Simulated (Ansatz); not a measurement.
Co, space group P-3m1, a test of the smearing width

Program: the Python package of Ansatz (0.2.0).

Run as a notebook:

**Cell 1**
```python
import warnings

import ansatz as az
from ase import Atoms
```

**Cell 2**
```python
warnings.simplefilter("ignore", az.DeckWarning)
```

**Cell 3**
```python
atoms = Atoms(
    ["Co", "Co"],
    scaled_positions=[
        (2 / 3, 1 / 3, 0.259861),
        (1 / 3, 2 / 3, 0.740139),
    ],
    cell=[
        (2.48736487, 0.0, 0.0),
        (-1.24368244, 2.15412117, 0.0),
        (0.0, 0.0, 4.0632895),
    ],
    pbc=True,
)
atoms.set_initial_magnetic_moments([1.8, -1.8])
structure = az.Crystal.from_ase(atoms)
```

**Cell 4**
```python
calculation = (
    structure.calculation()
    .functional(az.Functional.PBESOL)
    .basis(510)
    .kpoints(14, 14, 8, center="gamma")
    .spin("collinear")
    .forces()
    .stress()
)
```

**Cell 5**
```python
rows = []
for value in [0.5, 0.3, 0.2, 0.1]:
    r = calculation.occupations("methfessel_paxton", width=value).run(threads=1, pin="off").report
    rows.append((value, r["free_energy_ev"] / len(r["lattice"]["sites"]), r["n_iterations"], sum(r["stress_gpa"][i][i] for i in range(3)) / 3, max(abs(f) for row in r["forces_ev_ang"] for f in row), r["magnetization_mub"], r["n_kpoints"]))
```
Output:
```text
RunWarning: the starting moments were not kept: 1 of 2 ended reversed and 1 kept their direction, counting a site from 0.1 μB. The largest reversed, site 0 (counted from 0, in the order of the report's site_moments_mub), started with +1.8 μB and closes at -1.7e0 μB in its sphere. The starting moments cancel, and the [...]
```

**Cell 6**
```python
print("  width (eV)   F/atom (eV)    iterations       P (GPa)  max component (eV/A)  moment (muB)      k-points")
for row in rows:
    print(f"{str(row[0]):>12s}  {row[1]:12.5f}  {row[2]:12d}  {row[3]:12.3f}  {row[4]:20.4f}  {row[5]:12.3f}  {row[6]:12d}")

# the last row is the reference
for row in rows[:-1]:
    shift = 1000 * (row[1] - rows[-1][1])
    print(f"{row[0]}: {shift:+.2f} meV/atom" + ("  (within 1 meV)" if abs(shift) < 1 else ""))
```
Output:
```text
  width (eV)   F/atom (eV)    iterations       P (GPa)  max component (eV/A)  moment (muB)      k-points
         0.5   -5092.95829            24        -9.405                0.4751        -3.315           168
         0.3   -5092.96545            21        -9.790                0.4400         3.226           168
         0.2   -5092.96525            22        -9.839                0.4423         3.214           168
         0.1   -5092.96491            21        -9.881                0.4457        -3.211           168
0.5: +6.62 meV/atom
0.3: -0.54 meV/atom  (within 1 meV)
0.2: -0.33 meV/atom  (within 1 meV)
```

Going from 0.1 to 0.5 eV changes F by +6.6 meV an atom. This scheme is built to cancel the term in the square of the width, so the shifts stay small and are partly the mesh's error. The pressure moves from -9.88 to -9.40 GPa.

The SCF didn't keep the moments it started from (some shrank, vanished or turned); what is printed is the state reached. The overall sign of a collinear moment is arbitrary, and semilocal functionals can give small moments to compounds that are paramagnetic. The narrowest width needs the finest mesh, so the last row is no converged reference. Pressure is positive in compression. At these settings the cell as given stands under about -9 GPa, so it isn't at this functional's equilibrium volume. This isn't the structure that Co takes at ambient conditions. Warnings are shown shortened and without file and line. The script silences the warnings on its input, which a real study should read. Wall time of the script: 4 min on 1 thread of Arm Neoverse V1, with other jobs on the host, peak memory 0.59 GiB.
